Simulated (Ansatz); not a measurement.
Write a Python script for the Ansatz DFT code, driven from Python that makes a short molecular-dynamics run of CH4ClSb, SMILES [CH3][SbH][Cl]. Use: B3LYP, def2-SVP basis, multiplicity 1.

Contents of `ch4clsb.xyz`:
```text
7

C    -0.68950    0.44520   -0.09460
Sb    0.38290   -1.33850   -0.39210
Cl    1.34390   -1.14770    1.77750
H     0.00580    1.29240    0.28490
H    -1.55910    0.30100    0.59700
H    -1.16260    0.83290   -1.07910
H     1.73970   -0.45340   -1.13940
```

`md.py`
```python
"""A short Born-Oppenheimer trajectory of CH4ClSb."""

import ansatz as az
import numpy as np

system = az.Crystal.molecule_from_extxyz("ch4clsb.xyz")

calculation = (
    system.calculation()
    .basis(gaussian="def2-SVP")
    .functional("B3LYP")
    .md("nve", timestep=1.0, steps=40, temperature=500, initial_velocities="maxwell_boltzmann", seed=40)
)
frames = []
calculation.session().plan().execute(on_event=lambda e: frames.append(e["data"]) if e["event"] == "md_step" else None)
print("t (fs)   E_pot (eV)      E_kin (eV)   T (K)   d(0-1) (A)")
for f in frames[::2]:
    xyz = np.array(f["positions_ang"])
    print(f"{f['time_fs']:6.2f} {f['lagrangian_ev']:14.5f} {f['e_kin_ev']:10.5f} {f['temperature_k']:8.1f} {np.linalg.norm(xyz[0] - xyz[1]):9.4f}")
kept = np.array([f["conserved_ev"] for f in frames])
print(f"conserved energy moves by at most {1000 * np.ptp(kept):.3f} meV")
```

```console
$ python md.py
t (fs)   E_pot (eV)      E_kin (eV)   T (K)   d(0-1) (A)
  0.00   -20160.85825    0.32315    500.0    2.1024
  2.00   -20160.90022    0.36048    557.8    2.1020
  4.00   -20160.80773    0.27251    421.6    2.1090
  6.00   -20160.78444    0.24743    382.8    2.1182
  8.00   -20160.81507    0.27749    429.4    2.1267
 10.00   -20160.79289    0.25607    396.2    2.1356
 12.00   -20160.77210    0.23614    365.4    2.1481
 14.00   -20160.76837    0.23073    357.0    2.1642
 16.00   -20160.75449    0.21926    339.3    2.1805
 18.00   -20160.83042    0.29368    454.4    2.1932
 20.00   -20160.89680    0.35723    552.7    2.2027
 22.00   -20160.85262    0.31754    491.3    2.2134
 24.00   -20160.86011    0.32273    499.3    2.2272
 26.00   -20160.85090    0.31346    485.0    2.2414
 28.00   -20160.80164    0.26552    410.8    2.2519
 30.00   -20160.81976    0.28147    435.5    2.2587
 32.00   -20160.80968    0.27355    423.3    2.2655
 34.00   -20160.81451    0.27956    432.6    2.2747
 36.00   -20160.89652    0.35819    554.2    2.2845
 38.00   -20160.87381    0.33456    517.7    2.2908
 40.00   -20160.79384    0.26013    402.5    2.2905
conserved energy moves by at most 6.665 meV
```

The settings weren't tested for convergence. The trajectory is only some femtoseconds long, so its temperature is not equilibrated; where the script doesn't relax first, it starts from a rough generated geometry. def2 sets replace the cores of elements past krypton by effective core potentials. b3lyp holds the VWN-RPA fit, as in Gaussian; the form of ORCA and Turbomole is b3lyp5. The temperature counts the internal degrees of freedom alone. With hydrogen a step over 0.5 fs is long. The whole script took 2.3 min on 1 thread of Arm Neoverse V1, on a shared host, peak memory 0.23 GiB.

(Lines on the test bed's own set-up are left out of the output.)
